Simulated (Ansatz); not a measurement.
ZnGe₃, space group Pm-3m, a comparison of functionals at one structure

With the Ansatz DFT code, driven from Python.

Interactive session:
```pycon
>>> import warnings
>>> import ansatz as az
>>> import pandas as pd
>>> FILLING = "cold"
>>> SMEARING_WIDTH = 0.15
>>> MAX_ITERATIONS = 150
>>> warnings.simplefilter("ignore", az.DeckWarning)
>>> crystal = (
...     az.Lattice.cubic(4.222363)
...     .space_group(221)
...     .atom("Zn", [0.0, 0.0, 0.0])
...     .atom("Ge", [0.0, 0.5, 0.5])
... )
>>> crystal.resolved().sites[-1]
Site(symbol='Ge', position=(0.5, 0.5, 0.0), moment=None, axis=None, held=None, saved=None)
>>> job = (
...     crystal.calculation()
...     .pseudopotentials("nc")
...     .accuracy("low")
...     .kpoints(7, center="monkhorst-pack")
...     .occupations(FILLING, width=SMEARING_WIDTH)
...     .eigensolver("davidson", mixed_precision=False)
...     .scf(max_iterations=MAX_ITERATIONS)
... )
>>> rows = []
>>> for value in ["rpbe", "lda", "blyp", "r2scan"]:
...     data = job.functional(value).run(threads=1, pin="off").report
...     rows.append((value, data["free_energy_ev"] / len(data["lattice"]["sites"]), data["n_iterations"], data["n_kpoints"]))
...

>>> table = pd.DataFrame(rows, columns=["functional", "F/atom (eV)", "iterations", "k-points"])
>>> table.round(5)
  functional  F/atom (eV)  iterations  k-points
0       rpbe  -3246.19408           7        20
1        lda  -3242.09453           8        20
2       blyp  -3240.44693           8        20
3     r2scan  -3417.51953           9        20
```

Such functionals run on norm-conserving files made under PBE, which can move pressures by some GPa. BLYP can be off by several per cent in the lattices of metals, and by several GPa in the pressure at a fixed cell. For a metal this k-point mesh is coarse: on a finer one energies can move by several to tens of meV an atom and pressures by half a GPa or more, differences at one mesh by less. This cell is a computed structure, which may not be the phase found in nature. Total energies of different functionals can't be compared; pressures, moments and gaps at this one structure can. It ran for 37 s on 1 thread of Intel(R) Xeon(R) 6975P-C (Granite Rapids) (shared host), peak memory 0.66 GiB.

(Lines on the test bed's own set-up are left out of the output.)
